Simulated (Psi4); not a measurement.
# Two attempts at CH4Sb (SMILES [CH3][SbH])

Aim: the energy in a field of CH4Sb at U-r2SCANh/def2-TZVP (density fitting, core potential, dipole perturbation λ (added as +λ·μ, a field of −λ) (0, 0, 0.01) a.u.).

The calculation is run with Psi4 1.11.

6 further runs of the same task are left out: 3 that didn't finish, 3 set aside as unsound or not needed.

**1. The molecule**

CH4Sb: 6 atoms, total charge 0, spin state doublet. As SMILES, `[CH3][SbH]`. Geometry: relaxed at PBE0-D4/def2-TZVP.

Bond lengths: C1–Sb2 2.162 Å, C1–H3 1.090 Å, C1–H4 1.089 Å, C1–H5 1.090 Å, Sb2–H6 1.716 Å. Angles: C1–Sb2–H6 92.8°, Sb2–C1–H3 109.9°, Sb2–C1–H4 109.1°, Sb2–C1–H5 109.9°, H3–C1–H4 109.4°, H3–C1–H5 109.1°, H4–C1–H5 109.5°.

**2. Try one**

job.py reads:

```python
import psi4

psi4.set_memory(1600000000)
psi4.set_num_threads(1)
psi4.core.set_output_file('ch4sb.out', False)

m = psi4.geometry("""
0 3
C     -0.222200    -0.364200    -0.463900
Sb     0.247900     0.031100     1.609100
H     -0.906500     0.396400    -0.840600
H     -0.691100    -1.344500    -0.542000
H      0.690200    -0.349600    -1.060500
H      0.924000     1.566800     1.251600
symmetry c1
no_reorient
no_com
""")

psi4.set_options({
    'basis': 'def2-TZVP',
    'reference': 'uks',
    'scf_type': 'df',
    'perturb_h': True,
    'perturb_with': 'dipole',
    'perturb_dipole': [0.0, 0.0, 0.01],
})

e, wfn = psi4.energy('R2SCANH', return_wfn=True)
print('E =', round(e, 9))
```

Started as:

```console
$ python job.py
```

stdout:

```text
qcelemental.exceptions.ValidationError: Inconsistent or unspecified chg/mult: sys chg: None, frag chg: [0.0], sys mult: None, frag mult: [3]
```

Wall time 0.99 s (1 thread of Intel Xeon Platinum 8375C at 2.90GHz (Ice Lake), shared host); peak memory 0.13 GiB.

**3. Diagnosis**

The program refused the input.

The telling line is `qcelemental.exceptions.ValidationError: Inconsistent or unspecified chg/mult: sys chg: None, frag chg: [0.0], sys mult: None, frag mult: [3]`. The fault: the spin state typed doesn't suit the molecule. To mend it: multiplicity 2 in place of 3.

**4. Try two**

calc.py reads:

```python
import psi4

psi4.set_memory(1600000000)
psi4.set_num_threads(1)
psi4.core.set_output_file('run.log', False)

molecule = psi4.geometry("""
0 2
C     -0.222200    -0.364200    -0.463900
Sb     0.247900     0.031100     1.609100
H     -0.906500     0.396400    -0.840600
H     -0.691100    -1.344500    -0.542000
H      0.690200    -0.349600    -1.060500
H      0.924000     1.566800     1.251600
units angstrom
symmetry c1
no_reorient
no_com
""")

psi4.set_options({
    'basis': 'def2-TZVP',
    'reference': 'uks',
    'scf_type': 'df',
    'perturb_h': True,
    'perturb_with': 'dipole',
    'perturb_dipole': [0.0, 0.0, 0.01],
    'screening': 'schwarz',
})

e_tot = psi4.energy("r2scanh")
print('E =', round(e_tot, 9))
for k, v in sorted(psi4.core.scalar_variables().items()):
    print(f'{k:45s} {v:18.10f}')
```

Started as:

```console
$ python calc.py
```

run.log:

```text
[...]
    !!!  WARNING: ECP capability is in beta. Please check occupations closely.  !!!
[...]
  Running in c1 symmetry.
[...]
  Nuclear repulsion =   66.122537500216765
[...]
  Multiplicity = 2
[...]
  Nalpha       = 17
  Nbeta        = 16
[...]
    Number of basis functions: 105
[...]
   @DF-UKS iter   1:  -280.34009444494063   -1.41977e+00   9.58066e-03 ADIIS/DIIS
[...]
   @DF-UKS iter  10:  -280.81144952362968   -3.28839e-08   4.91864e-07 DIIS
[...]
   @S^2 Observed:                7.572974873E-01
[...]
    Orbital Energies [Eh]
    ---------------------
    Alpha Occupied:
       1A    -10.164003     2A     -5.752031     3A     -3.965830
       4A     -3.962057     5A     -3.958197     6A     -1.296698
       7A     -1.295314     8A     -1.291974     9A     -1.291245
      10A     -1.288240    11A     -0.705021    12A     -0.552715
      13A     -0.409191    14A     -0.406874    15A     -0.329481
      16A     -0.286071    17A     -0.230837
    Alpha Virtual:
      18A     -0.041161    19A     -0.007518    20A      0.081858
      21A      0.090449    22A      0.094964    23A      0.119470
      24A      0.123383    25A      0.149472    26A      0.178342
[...]
  @DF-UKS Final Energy:  -280.81144952362968
   => Energetics <=
    Nuclear Repulsion Energy =             66.1225375002167652
    One-Electron Energy =                -604.6246355016583038
    Two-Electron Energy =                 281.5287186253655705
    DFT Exchange-Correlation Energy =     -23.8380701475537791
    Empirical Dispersion Energy =           0.0000000000000000
    VV10 Nonlocal Energy =                  0.0000000000000000
    Total Energy =                       -280.8114495236296762
[...]
 Multipole Moments:
 ------------------------------------------------------------------------------------
     Multipole            Electronic (a.u.)      Nuclear  (a.u.)        Total (a.u.)
 ------------------------------------------------------------------------------------
 L = 1.  Multiply by 2.5417464519 to convert [e a0] to [Debye]
 Dipole X            :         -8.4217526            8.2866380           -0.1351145
 Dipole Y            :          2.1213584           -2.2691831           -0.1478248
 Dipole Z            :        -63.3275400           62.4259687           -0.9015712
 Magnitude           :                                                    0.9235469
[...]
```

On the terminal:

```text
E = -280.811449524
CURRENT ENERGY                                   -280.8114495236
CURRENT REFERENCE ENERGY                         -280.8114495236
DD SOLVATION ENERGY                                 0.0000000000
DFT FUNCTIONAL TOTAL ENERGY                      -280.8114495236
DFT TOTAL ENERGY                                 -280.8114495236
DFT VV10 ENERGY                                     0.0000000000
DFT XC ENERGY                                     -23.8380701476
GRID ELECTRONS ALPHA                               17.0000069942
GRID ELECTRONS BETA                                16.0000015238
GRID ELECTRONS TOTAL                               33.0000085180
NUCLEAR REPULSION ENERGY                           66.1225375002
ONE-ELECTRON ENERGY                              -604.6246355017
PCM POLARIZATION ENERGY                             0.0000000000
PE ENERGY                                           0.0000000000
SCF ITERATION ENERGY                             -280.8114495236
SCF ITERATIONS                                     10.0000000000
SCF TOTAL ENERGY                                 -280.8114495236
TWO-ELECTRON ENERGY                               281.5287186254
XC GRID RADIAL POINTS                              75.0000000000
XC GRID SPHERICAL POINTS                          302.0000000000
XC GRID TOTAL POINTS                           130461.0000000000
```

It took 19 s on 1 thread of Intel Xeon Platinum 8375C at 2.90GHz (Ice Lake), shared host; peak memory 1.1 GiB.

**5. Summary of results**

Level: U-r2SCANh/def2-TZVP (density fitting, core potential, dipole perturbation λ (added as +λ·μ, a field of −λ) (0, 0, 0.01) a.u.).

```
     quantity          value
 total energy  -280.81145 Eh
dipole moment         2.35 D
         ⟨S²⟩          0.757
```
